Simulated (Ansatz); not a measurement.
Born–Oppenheimer molecular dynamics of a periodic cell of 36 atoms, Be (start crystal Be, start structure hcp, volume 1.1 times the crystal's). It starts from a structure without forces on its atoms.

All numbers below come from DFT PBE, scalar-relativistic, plane waves, PAW (Ansatz 0.2.0). Settings: cutoff 420 eV, k mesh 2x2x2, fermi-dirac smearing 0.36 eV, no spin polarisation.

| Property | Result |
| --- | --- |
| ensemble | NVT, Langevin thermostat |
| time step | 0.75 fs |
| steps asked | 60 |
| set temperature | 4200 K |
| friction | 0.02 /fs |
| seed | 434209 |

First frame:

```xyz
36
Lattice="7.0918 0.0000 0.0000 -3.5459 6.1416 0.0000 0.0000 0.0000 7.4085" Properties=species:S:1:pos:R:3
Be 0.000 0.000 0.000
Be 0.000 1.365 1.852
Be 0.000 0.000 3.704
Be 0.000 1.365 5.556
Be -1.182 2.047 0.000
Be -1.182 3.412 1.852
Be -1.182 2.047 3.704
Be -1.182 3.412 5.556
Be -2.364 4.094 0.000
Be -2.364 5.459 1.852
Be -2.364 4.094 3.704
Be -2.364 5.459 5.556
Be 2.364 0.000 0.000
Be 2.364 1.365 1.852
Be 2.364 0.000 3.704
Be 2.364 1.365 5.556
Be 1.182 2.047 0.000
Be 1.182 3.412 1.852
Be 1.182 2.047 3.704
Be 1.182 3.412 5.556
Be 0.000 4.094 0.000
Be 0.000 5.459 1.852
Be 0.000 4.094 3.704
Be 0.000 5.459 5.556
Be 4.728 0.000 0.000
Be 4.728 1.365 1.852
Be 4.728 0.000 3.704
Be 4.728 1.365 5.556
Be 3.546 2.047 0.000
Be 3.546 3.412 1.852
Be 3.546 2.047 3.704
Be 3.546 3.412 5.556
Be 2.364 4.094 0.000
Be 2.364 5.459 1.852
Be 2.364 4.094 3.704
Be 2.364 5.459 5.556
```

Task: What does the run give?

Result: The run went to its last step.

```json
{
 "steps done": "60",
 "time covered": "45 fs",
 "mean temperature over the second half": "3124 K",
 "spread of the potential energy over the second half": "44.3 meV per atom",
 "mean potential energy of the second half above the start": "461.9 meV per atom"
}
```

The mean temperature of the second half is 26 % below the set value. A run of 0.045 ps of so small a system gives no equilibrium averages. Limits of this set-up: coarse k mesh.

Task: What happens to the structure?

Result: Mean squared displacements from the first frame to the last, about the centre of mass: Be 0.32 Å². This is one draw of velocities; another would differ in detail.

Task: How do temperature and energy run in time?

Result: 
```json
{"time (fs)": "0.0", "T (K)": "4083", "potential energy less start (eV)": "0.000"}
{"time (fs)": "2.2", "T (K)": "4228", "potential energy less start (eV)": "0.675"}
{"time (fs)": "4.5", "T (K)": "3560", "potential energy less start (eV)": "2.646"}
{"time (fs)": "6.8", "T (K)": "3028", "potential energy less start (eV)": "5.558"}
{"time (fs)": "9.0", "T (K)": "2391", "potential energy less start (eV)": "8.977"}
{"time (fs)": "11.2", "T (K)": "2115", "potential energy less start (eV)": "12.187"}
{"time (fs)": "13.5", "T (K)": "1938", "potential energy less start (eV)": "14.455"}
{"time (fs)": "15.8", "T (K)": "1841", "potential energy less start (eV)": "15.516"}
{"time (fs)": "18.0", "T (K)": "2122", "potential energy less start (eV)": "15.528"}
{"time (fs)": "20.2", "T (K)": "2495", "potential energy less start (eV)": "15.169"}
{"time (fs)": "22.5", "T (K)": "3037", "potential energy less start (eV)": "14.657"}
{"time (fs)": "24.8", "T (K)": "3043", "potential energy less start (eV)": "14.658"}
{"time (fs)": "27.0", "T (K)": "3237", "potential energy less start (eV)": "15.218"}
{"time (fs)": "29.2", "T (K)": "3123", "potential energy less start (eV)": "15.491"}
{"time (fs)": "31.5", "T (K)": "3418", "potential energy less start (eV)": "15.700"}
{"time (fs)": "33.8", "T (K)": "3183", "potential energy less start (eV)": "16.120"}
{"time (fs)": "36.0", "T (K)": "3249", "potential energy less start (eV)": "16.777"}
{"time (fs)": "38.2", "T (K)": "3250", "potential energy less start (eV)": "17.666"}
{"time (fs)": "40.5", "T (K)": "3084", "potential energy less start (eV)": "18.575"}
{"time (fs)": "42.8", "T (K)": "2651", "potential energy less start (eV)": "19.167"}
{"time (fs)": "45.0", "T (K)": "3200", "potential energy less start (eV)": "18.978"}
```

The run took 6.9 min on 1 thread of Arm Neoverse V2, on a shared host, peak memory 0.68 GiB.
